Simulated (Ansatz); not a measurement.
This was printed by a script on the Ansatz DFT code, driven from Python, for a ladder of methods at one geometry of GeH5O2PSi, SMILES OP1[O][GeH2][SiH2]1. What did the script look like? Use (for the species named): r2scan0, def2-SVP basis, multiplicity 1. The script varies functional: r2scan0, lc_wpbe, cam_b3lyp, hse06.

```xyz
10

O    -1.4709    0.6091    1.4520
P    -1.4602    0.5837   -0.2946
O    -1.2550   -1.1682   -0.3497
Ge    0.6476   -1.3603   -0.4125
Si    0.7181    0.8484   -0.4068
H    -1.7417    1.6130    1.6436
H     1.1467   -2.0188    0.8916
H     1.0554   -1.9755   -1.7643
H     1.2811    1.4137    0.8999
H     1.1620    1.4038   -1.6563
```

```console
$ python geh5o2psi.py
functional    E (Ha)        dipole (D)   HOMO (eV)  LUMO (eV)
r2scan0      -2860.527578     3.298      -6.558     -1.119
lc_wpbe      -2860.150873     3.420      -8.921      1.042
cam_b3lyp    -2860.788370     3.327      -7.612     -0.017
hse06        -2860.022489     3.149      -5.995     -1.565
```

One script that gives this output:

Script `geh5o2psi.py`:
```python
'''One geometry of GeH5O2PSi, method by method.'''

from pathlib import Path

import ansatz as az
import numpy as np

config = {
    'basis_set': 'def2-SVP',
}


def main() -> None:
    system = (
        az.Crystal.molecule()
        .atom('O', (-1.4709, 0.6091, 1.452))
        .atom('P', (-1.4602, 0.5837, -0.2946))
        .atom('O', (-1.255, -1.1682, -0.3497))
        .atom('Ge', (0.6476, -1.3603, -0.4125))
        .atom('Si', (0.7181, 0.8484, -0.4068))
        .atom('H', (-1.7417, 1.613, 1.6436))
        .atom('H', (1.1467, -2.0188, 0.8916))
        .atom('H', (1.0554, -1.9755, -1.7643))
        .atom('H', (1.2811, 1.4137, 0.8999))
        .atom('H', (1.162, 1.4038, -1.6563))
    )

    job = system.calculation().basis(gaussian=config['basis_set'])

    print('functional    E (Ha)        dipole (D)   HOMO (eV)  LUMO (eV)')
    for name in ['r2scan0', 'lc_wpbe', 'cam_b3lyp', 'hse06']:
        report = job.functional(name).forces().orbitals().run(threads=1, runs_dir='runs').report
        lines = Path(report['orbitals_path']).read_text().splitlines()
        field_of = lambda key: [line.split('=')[1].strip() for line in lines if line.startswith(key)]
        orbitals = [(27.211386 * float(e), s, float(n)) for e, s, n in zip(field_of('Ene='), field_of('Spin='), field_of('Occup='))]
        homo = max(e for e, _, n in orbitals if n > 0.5)
        lumo = min(e for e, _, n in orbitals if n < 0.5)
        dipole = 4.803205 * np.linalg.norm(report['charge_distribution']['dipole_moment_e_ang'])
        print(f'{name:10s} {report["free_energy_ev"] / 27.211386246:14.6f} {dipole:9.3f} {homo:11.3f} {lumo:10.3f}')


if __name__ == '__main__':
    main()
```

What to keep in mind:
- Total energies depend on the basis set; only differences at equal settings carry meaning.
- The geometry is a force-field or estimated start, not a minimum of this method, and the basis set is short of its limit. A lower total doesn't mark the better method: functionals have no common bound, and MP2 and coupled cluster aren't variational.
- Levels such as HOMO and LUMO are orbital energies: with these approximate functionals they aren't the ionisation energy and electron affinity, and their gap isn't the fundamental gap.
- hse06 follows the composition of plane-wave codes, whose totals differ by tens of mHa, up to about 0.1 Ha, from the form usual in Gaussian-basis programs (wpbeh).
- Wall time of the script: 28 s on 1 thread of Intel(R) Xeon(R) CPU @ 2.60GHz (Ice Lake), on a shared host, peak memory 0.45 GiB.
